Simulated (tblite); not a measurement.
# C2H11FN2Si2: the cost of one run

Programs: tblite 0.8.0 and PySCF 2.14.0, with density-fitted response routines of our own. Each step states its level of theory. These are calculated values for one molecule in the gas phase, unless marked as measured. Atoms are numbered from 0 throughout.

## (1) The molecule as given

18 atoms, charge 0, multiplicity 1; geometry from: force field or distance geometry start.

Bonds of the start (Å): N0–C1 1.41, C1–C2 1.50, C2–N3 1.45, N3–Si4 1.79, Si4–Si5 2.24, Si5–F6 1.69, N0–H7 1.05, N0–H8 1.02, C1–H9 1.12, C1–H10 1.13, C2–H11 1.12, C2–H12 1.11, N3–H13 1.02, Si4–H14 1.46, Si4–H15 1.48, Si5–H16 1.47, Si5–H17 1.47.

## (2) Geometry optimisation with GFN2-xTB

What the job is given:

```
{"job": {"kind": "relax", "xc": "GFN2-xTB", "basis": "xTB"}, "charge": 0, "multiplicity": 1}
N     -2.405300     1.190900    -0.780400
C     -2.340800    -0.046100    -0.107300
C     -1.034900    -0.790600    -0.171700
N      0.006000     0.046000     0.381200
Si     1.602200    -0.760900     0.352800
Si     2.940900     0.541500    -0.888200
F      4.041300    -0.420400    -1.732800
H     -3.207700     1.277500    -1.445000
H     -1.567100     1.538300    -1.240600
H     -3.147800    -0.721600    -0.487800
H     -2.547200     0.153300     0.986300
H     -0.796300    -1.100100    -1.221100
H     -1.168000    -1.732600     0.403000
H      0.084800     0.916800    -0.151400
H      1.510000    -2.094100    -0.240500
H      2.188900    -0.818200     1.713300
H      2.197700     1.318900    -1.885900
H      3.634400     1.507600    -0.024900
```

The run is started by

```console
> OMP_NUM_THREADS=1 python probes_run.py task.json out
```

This one command runs all jobs of the session in turn.

**Question.** How long does this first job take on 1 thread of Arm Neoverse N1, shared host, and how much memory does it need?

About 2.7 s, with a peak of 0.18 GiB.
